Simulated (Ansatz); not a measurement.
**C2H6BNS: up Jacob's ladder to CCSD(T)**

One table from this session's results is given with a row withheld; the runs are named, their logs left out.

Computed with Ansatz 0.2.0, Gaussian basis. Level: functionals in def2-TZVPP, the program's frozen cores in correlated methods.

Plan: PBE-D4, r2SCAN-D4, PBE0-D4, B3LYP-D4, ωB97X-V, ωB97M-V, B2PLYP; CCSD(T)/def2-TZVPP; MP2/def2-QZVPP; extrapolation to the limit.

## The geometry

An earlier PBE0-D4 in a triple-zeta def2 set relaxation fixed the geometry.

SMILES `CB1NCS1`, 11 atoms, charge 0, spin multiplicity 1.

Atoms are counted from 1 here; the program's logs count them from 0.

Bond lengths: C1–B2 1.556 Å, C1–H6 1.094 Å, C1–H7 1.094 Å, C1–H8 1.093 Å, B2–N3 1.403 Å, B2–S5 1.848 Å, N3–C4 1.442 Å, N3–H9 1.006 Å, C4–S5 1.837 Å, C4–H10 1.093 Å, C4–H11 1.093 Å. Angles: B2–C1–H6 111.0°, B2–C1–H7 110.7°, B2–C1–H8 112.4°, H6–C1–H7 106.6°, H6–C1–H8 108.1°, H7–C1–H8 107.9°, C1–B2–N3 133.1°, C1–B2–S5 133.0°, N3–B2–S5 93.9°, B2–N3–C4 100.3°, B2–N3–H9 135.4°, C4–N3–H9 124.3°, N3–C4–S5 93.0°, N3–C4–H10 114.4°, N3–C4–H11 114.4°, S5–C4–H10 111.8°, S5–C4–H11 111.8°, H10–C4–H11 110.4° and more.

Set-up of the first run:

in.yaml

```yaml
crystal:
  periodic: [false, false, false]
  atoms:
    - {symbol: C, position_ang: [-1.058114, 1.343492, -0.778236]}
    - {symbol: B, position_ang: [-0.148729, 0.359338, 0.011851]}
    - {symbol: N, position_ang: [0.272664, -0.957834, -0.225703]}
    - {symbol: C, position_ang: [1.092390, -1.181572, 0.939114]}
    - {symbol: S, position_ang: [0.776703, 0.500871, 1.605036]}
    - {symbol: H, position_ang: [-1.886035, 1.695889, -0.156636]}
    - {symbol: H, position_ang: [-0.495011, 2.231403, -1.080662]}
    - {symbol: H, position_ang: [-1.479643, 0.889539, -1.678578]}
    - {symbol: H, position_ang: [0.118544, -1.639323, -0.949021]}
    - {symbol: H, position_ang: [2.151625, -1.339607, 0.722858]}
    - {symbol: H, position_ang: [0.720905, -1.959197, 1.610678]}
basis:
  gaussian: {orbitals: def2-TZVPP}
hamiltonian: {xc: pbe, dispersion: d4}
output: {forces: true, orbitals: {seedname: orbitals}}
```

Run with:

```sh
ansatz run in.yaml --threads 4 --pin off --events-out ev --progress --plain --max-ram 10444MiB
```

Among the steps run: PBE-D4 (GGA); r2SCAN-D4 (meta-GGA); PBE0-D4 (hybrid); B3LYP-D4 (hybrid); ωB97X-V (range-separated); ωB97M-V (range-separated); B2PLYP (double hybrid); CCSD(T) in def2-TZVPP; MP2 in def2-QZVPP.

One of the session's tables, all rows but one given; the rest of the session is left out.

| method | atomisation energy (kcal/mol) |
| --- | --- |
| PBE-D4 | 1064.8 |
| r2SCAN-D4 | 1039.5 |
| PBE0-D4 | 1046.6 |
| B3LYP-D4 | 1036.4 |
| ωB97X-V | 1039.2 |
| ωB97M-V | 1041.6 |
| B2PLYP | 1024.5 |
| HF/def2-TZVPP | 751.2 |
| MP2/def2-TZVPP | 1023.3 |
| CCSD/def2-TZVPP | 986.9 |
| CCSD(T)/def2-TZVPP | 1003.8 |
| MP2/CBS | 1050.4 |
| CCSD(T)/CBS | ? |

Estimate the missing values for CCSD(T)/CBS.

As computed: atomisation energy (kcal/mol): 1030.8. In the column «atomisation energy (kcal/mol)» it lies between B2PLYP (1024.5) and B3LYP-D4 (1036.4).
